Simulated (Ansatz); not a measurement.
# SrMn2As2 (P-3m1): relaxation of cell and ions from a Python script

What cell does SrMn2As2 (P-3m1) relax to? Wanted for SrMn2As2 (P-3m1): a relaxation of cell and ions.

Computed with the Python package of Ansatz 0.2.0. Level of theory: DFT PBEsol, plane waves, PAW.

## 1. The structure

It takes space group P-3m1 (No. 164, trigonal). The conventional cell has a = 4.076 Å, b = 4.076 Å, c = 7.351 Å, α = 90.00°, β = 90.00°, γ = 120.00°. Around Sr (site symmetry -3m) lie 6 As at 3.14 Å. Around Mn (site symmetry 3m) lie 4 As at 2.43 to 2.48 Å. Around As (site symmetry 3m) lie 4 Mn at 2.43 to 2.48 Å and 3 Sr at 3.14 Å.

The script holds or builds the structure itself.

## 2. The code

srmn2as2.py reads:

```python
"""Relax cell and ions of SrMn2As2."""

import ansatz as az
from ase import Atoms
from ase.io import write
import matplotlib.pyplot as plt
import numpy as np

def edges_and_angles(cell):
    cell = np.asarray(cell)
    a, b, c = np.linalg.norm(cell, axis=1)
    cosines = cell[1] @ cell[2] / (b * c), cell[0] @ cell[2] / (a * c), cell[0] @ cell[1] / (a * b)
    return (a, b, c, *np.degrees(np.arccos(cosines)))


def main() -> None:
    vectors = np.array([
        [4.07631, 0.0, 0.0],
        [-2.038155, 3.530188, 0.0],
        [0.0, 0.0, 7.351467],
    ])
    srmn2as2 = (
        az.Lattice.of(vectors)
        .atom("Sr", [0.0, 0.0, 0.0])
        .atom("Mn", [2 / 3, 1 / 3, 0.387683])
        .atom("Mn", [1 / 3, 2 / 3, 0.612317])
        .atom("As", [2 / 3, 1 / 3, 0.717957])
        .atom("As", [1 / 3, 2 / 3, 0.282043])
        .moments(Mn=5.2)
    )

    # a pressure is positive in compression
    setup = (
        srmn2as2.calculation()
        .occupations(az.OccupationsMethod.COLD, width=50 * az.meV)
        .kpoints(length=28)
        .spin("collinear")
        .pseudopotentials("paw")
        .scf(tolerance=1e-07)
        .functional("PBEsol")
        .relax(force_tolerance=0.005, pressure=1)
        .density_of_states(method="smearing", broadening_width=0.3, nscf_kmesh_spacing=0.14)
        .band_table()
    )
    steps = []


    def follow(event):
        if event["event"] != "relax_step":
            return
        row = event["data"]
        steps.append(row)
        print(f"step {row['step']:3d}  E = {row['lagrangian_ev']:.5f} eV  largest force component = {row['allowed_force_max_ev_ang']:.4f} eV/A  P = {row['pressure_gpa']:.3f} GPa")


    result = setup.session().plan(threads=1).execute(on_event=follow)
    summary = result.report

    first, last = steps[0], steps[-1]
    symbols = [site.symbol for site in result.lattice.sites]
    print(f"energy gained {first['lagrangian_ev'] - last['lagrangian_ev']:.4f} eV in {len(steps) - 1} steps")
    for label, vectors in (("before", first["cell_ang"]), ("after", result.lattice.cell_ang)):
        print(label, "a b c (A) {:.4f} {:.4f} {:.4f}  angles {:.2f} {:.2f} {:.2f}".format(*edges_and_angles(vectors)), f" V = {abs(np.linalg.det(vectors)):.3f} A^3")
    print("final stress xx yy zz (GPa, compression positive):", np.round(np.diag(summary["stress_gpa"]), 3) + 0.0)

    change = np.array(last["positions_ang"]) @ np.linalg.inv(last["cell_ang"]) - np.array(first["positions_ang"]) @ np.linalg.inv(first["cell_ang"])
    moved = np.linalg.norm(change @ np.array(last["cell_ang"]), axis=1)
    print("displacement within the cell, strain taken out (A):", " ".join(f"{s}:{d:.3f}" for s, d in zip(symbols, moved)))

    relaxed = Atoms(symbols, positions=[site.position_ang for site in result.lattice.sites], cell=result.lattice.cell_ang, pbc=True)
    write("relaxed.extxyz", relaxed, format="extxyz")

    print("relaxed fractional positions")
    for site in result.lattice.sites:
        print(f"  {site.symbol:2s}", " ".join(f"{v % 1:8.5f}" for v in np.round(site.position_frac, 5)))

    fig, (top, bottom) = plt.subplots(2, 1, sharex=True, figsize=(4.5, 4))
    top.plot([s["lagrangian_ev"] - last["lagrangian_ev"] for s in steps], "o-")
    top.set_ylabel("E - E(final) (eV)")
    bottom.semilogy([max(s["allowed_force_max_ev_ang"], 1e-6) for s in steps], "s-")
    bottom.set(xlabel="step", ylabel="largest force (eV/A)")
    fig.tight_layout()
    fig.savefig("relax.png", dpi=100)

    print(f"free energy      {summary['free_energy_ev']:.5f} eV")
    print(f"per atom         {summary['free_energy_ev'] / len(result.lattice.sites):.5f} eV")
    print(f"SCF iterations   {summary['n_iterations']}  (converged: {summary['converged']})")

    print(f"net moment {summary['magnetization_mub']:.3f} muB, absolute {summary['absolute_magnetization_mub']:.3f} muB")
    for index, (site, m) in enumerate(zip(result.lattice.sites, summary["site_moments_mub"])):
        print(f"  {index:2d} {site.symbol:2s} {m:7.3f}")

    dos = result.density_of_states()
    energy = np.asarray(dos.energies_ev) - dos.fermi_ev
    top = min(levels[-1] for levels in summary["eigenvalues_ev"]) - dos.fermi_ev  # the computed bands end here
    for spin, channel in enumerate(dos.channels):
        g = np.asarray(channel.g_bin_mean_per_ev)
        peak = np.where(np.abs(energy) < 8, g, 0).argmax()
        print(f"channel {spin}: g(E_F) = {np.interp(0.0, energy, g):.3f} states/eV, highest peak within 8 eV {g[peak]:.2f} at {energy[peak]:.2f} eV")
    grid = np.arange(-6, min(8, top), 0.25)
    columns = [grid] + [np.interp(grid, energy, ch.g_bin_mean_per_ev) for ch in dos.channels]
    np.savetxt("dos_srmn2as2.dat", np.column_stack(columns), fmt="%.3f", header="E-EF (eV), states/eV by channel")


if __name__ == "__main__":
    main()
```

## 3. What the engine is handed

The engine receives this input:

```yaml
crystal:
  lattice:
    - [4.07631, 0.0, 0.0]
    - [-2.038155, 3.530188, 0.0]
    - [0.0, 0.0, 7.351467]
  atoms:
    - { symbol: Sr, position: [0.0, 0.0, 0.0] }
    - { symbol: Mn, position: [0.6666666666666666, 0.3333333333333333, 0.387683] }
    - { symbol: Mn, position: [0.3333333333333333, 0.6666666666666666, 0.612317] }
    - { symbol: As, position: [0.6666666666666666, 0.3333333333333333, 0.717957] }
    - { symbol: As, position: [0.3333333333333333, 0.6666666666666666, 0.282043] }
kpoints:
  mp_grid:
    grid: [8, 8, 4]
hamiltonian:
  xc: pbesol
  pseudopotentials:
    kind: paw
magnetization:
  spin_polarized: true
  per_species:
    Mn: 5.2
scf:
  convergence:
    dr2_threshold: 1.0e-07
  occupations:
    method: cold
    width: 0.05
relax:
  f_tol: 0.005
  cell:
    p_target: 1.0
output:
  dos:
    method:
      smearing:
        sigma: 0.3
    nscf_kmesh:
      kspacing: 0.14
  eigenvalues: true
```

## 4. The run

Run with:

```bash
$ python srmn2as2.py
```

Q: Predict the main results. Wanted: free energy; moment, net / absolute; moves of the relaxation; last largest force component; relaxed conventional cell; space group at the end.

The runs gave:

```
                    quantity                                                                       value
                 free energy                                         -20857.8603 eV (-4171.5721 eV/atom)
      moment, net / absolute                                                     4.49 / 5.07 μB per cell
     moves of the relaxation                                                                           5
last largest force component                                                                 0.0012 eV/Å
   relaxed conventional cell  a = 3.917 Å, b = 3.917 Å, c = 7.230 Å, α = 90.00°, β = 90.00°, γ = 120.00°
      space group at the end                                                                       P-3m1
```

**Reading.** The volume shrank by 9.2 % over 5 moves under the 1 GPa asked, and the space group stayed P-3m1. Reading the output:
- Part of the cell is held or a pressure is applied, so the end point needn't be the zero-pressure lattice.
- At a fixed pressure a relaxation lowers the enthalpy F + PV, while F alone can rise.
- For a metal this k-point mesh is coarse: on a finer one energies can move by several to tens of meV an atom and pressures by half a GPa or more, differences at one mesh by less.
- Energies along a relaxation are free energies. Rows at an unchanged volume are solved on a plane-wave basis chosen afresh for that cell, so the energy jumps there and such rows are no steps of the walk.
- Symmetry holds the cell in this phase, whether or not it is the stable one at this pressure.
- This cell is a computed structure, which may not be the phase found in nature.
- The computed bands are complete only to about 6.8 eV above the Fermi level; beyond that the density of states is undercounted.
